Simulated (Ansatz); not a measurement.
# AlH₈NOSi₂: a ladder of functionals and wavefunction methods

One table from this session's results is given with a row withheld; the runs are named, their logs left out.

Computed with Ansatz 0.2.0, Gaussian basis. Level: functionals in def2-TZVPP, the program's frozen cores in correlated methods.

The runs, in order: PBE-D4, r2SCAN-D4, PBE0-D4, B3LYP-D4, ωB97X-V, ωB97M-V, B2PLYP; CCSD(T)/def2-TZVPP; MP2/def2-QZVPP; extrapolation to the limit.

## Structure used throughout

All runs share one geometry, relaxed beforehand with PBE0-D4 in a triple-zeta def2 set.

13 atoms, charge 0, spin multiplicity 1.

Atoms are counted from 1 here; the program's logs count them from 0.

Bond lengths: N1–Si2 1.884 Å, N1–Al4 2.027 Å, N1–H6 1.014 Å, N1–H7 1.013 Å, Si2–O3 1.656 Å, Si2–Al4 2.379 Å, Si2–H8 1.490 Å, O3–H9 0.959 Å, Al4–Si5 2.448 Å, Al4–H10 1.587 Å, Si5–H11 1.492 Å, Si5–H12 1.498 Å, Si5–H13 1.493 Å. Angles: Si2–N1–Al4 74.8°, Si2–N1–H6 114.9°, Si2–N1–H7 116.8°, Al4–N1–H6 119.4°, Al4–N1–H7 119.4°, H6–N1–H7 108.4°, N1–Si2–O3 106.7°, N1–Si2–Al4 55.3°, N1–Si2–H8 103.4°, O3–Si2–Al4 123.6°, O3–Si2–H8 104.8°, Al4–Si2–H8 130.4°, Si2–O3–H9 115.2°, N1–Al4–Si2 49.8°, N1–Al4–Si5 107.7°, N1–Al4–H10 110.8°, Si2–Al4–Si5 111.2°, Si2–Al4–H10 120.9° and more.

Coordinates:

```xyz
13
AlH8NOSi2
N    -0.74123    0.34667    1.33493
Si   -1.37452    1.13720   -0.25347
O    -0.35775    2.39870   -0.59367
Al   -0.65010   -1.12034   -0.06157
Si    1.69091   -1.36041   -0.73686
H     0.11892    0.74347    1.69674
H    -1.40194    0.26510    2.09893
H    -2.65197    1.77991    0.16483
H     0.35863    2.19412   -1.19737
H    -1.67995   -2.28054    0.27113
H     1.83817   -1.94130   -2.10305
H     2.33968   -0.01101   -0.78602
H     2.53166   -2.18626    0.18028
```

Set-up of the first run:

Contents of in.yaml:

```yaml
crystal:
  periodic: [false, false, false]
  atoms:
    - {symbol: N, position_ang: [-0.741226, 0.346673, 1.334929]}
    - {symbol: Si, position_ang: [-1.374517, 1.137204, -0.253469]}
    - {symbol: O, position_ang: [-0.357751, 2.398696, -0.593675]}
    - {symbol: Al, position_ang: [-0.650100, -1.120341, -0.061573]}
    - {symbol: Si, position_ang: [1.690908, -1.360415, -0.736865]}
    - {symbol: H, position_ang: [0.118920, 0.743467, 1.696739]}
    - {symbol: H, position_ang: [-1.401945, 0.265100, 2.098927]}
    - {symbol: H, position_ang: [-2.651967, 1.779910, 0.164827]}
    - {symbol: H, position_ang: [0.358626, 2.194116, -1.197372]}
    - {symbol: H, position_ang: [-1.679953, -2.280537, 0.271125]}
    - {symbol: H, position_ang: [1.838168, -1.941301, -2.103050]}
    - {symbol: H, position_ang: [2.339681, -0.011008, -0.786023]}
    - {symbol: H, position_ang: [2.531658, -2.186264, 0.180279]}
basis:
  gaussian: {orbitals: def2-TZVPP}
hamiltonian: {xc: pbe, dispersion: d4}
output: {forces: true, orbitals: {seedname: orbitals}}
```

On the command line:

```
$ ansatz run in.yaml --threads 4 --pin off --events-out ev --progress --plain --max-ram 10444MiB
```

Steps of the session up to this table: PBE-D4 (GGA); r2SCAN-D4 (meta-GGA); PBE0-D4 (hybrid); B3LYP-D4 (hybrid); ωB97X-V (range-separated); ωB97M-V (range-separated); B2PLYP (double hybrid); CCSD(T) in def2-TZVPP; MP2 in def2-QZVPP.

One of the session's tables, all rows but one given; the rest of the session is left out.

| method | atomisation energy (kJ/mol) |
| --- | --- |
| PBE-D4 | 4091.5 |
| r2SCAN-D4 | 4084.0 |
| PBE0-D4 | 4038.3 |
| B3LYP-D4 | 4077.3 |
| ωB97X-V | ? |
| ωB97M-V | 4093.5 |
| B2PLYP | 4018.6 |
| HF/def2-TZVPP | 2917.9 |
| MP2/def2-TZVPP | 3985.1 |
| CCSD/def2-TZVPP | 3919.0 |
| CCSD(T)/def2-TZVPP | 3972.7 |
| MP2/CBS | 4110.1 |
| CCSD(T)/CBS | 4097.7 |

Q: Estimate the row for ωB97X-V from the others.

As computed: atomisation energy (kJ/mol): 4117.5. In the column «atomisation energy (kJ/mol)» it is the highest.
